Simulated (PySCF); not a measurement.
# C3H4BrN3: the cost of one run

Programs: PySCF 2.14.0, with routines of our own; each step states its level. All values are computed. Atoms count from 0.

## Step 1: The system as given

11 atoms, charge 0, multiplicity 1; geometry from: GFN2-xTB.

## Step 2: Magnetic properties: GIAO B3LYP/pcSseg-1

Job settings and geometry (Å):

```
{"job": {"kind": "mag", "xc": "B3LYP", "basis": "pcSseg-1", "isotopologues": 2}, "charge": 0, "multiplicity": 1}
C     -1.472852    -0.119140     0.059220
C      0.002780    -0.045796     0.007942
N      0.850673    -1.095219     0.115230
N      2.118978    -0.694072     0.021114
N      2.138109     0.568527    -0.143747
C      0.872695     1.021095    -0.160622
Br     0.420775     2.822919    -0.379125
H     -1.798051    -1.107826     0.373401
H     -1.859166     0.625436     0.753480
H     -1.893283     0.095640    -0.923115
H      0.624766    -2.068895     0.250258
```

With the program's defaults for keys left out, this is: GIAO B3LYP/pcSseg-1 magnetisability, rotational g tensor and spin-rotation constants, non-relativistic, gas phase.

Launch:

```console
OMP_NUM_THREADS=1 python excited_run.py task.json out
```

This one command runs all jobs of the session in turn.

Q: Estimate the wall time and peak memory of this first job on 1 thread of Arm Neoverse V1, shared host.

About 25 s, with a peak of 0.76 GiB.
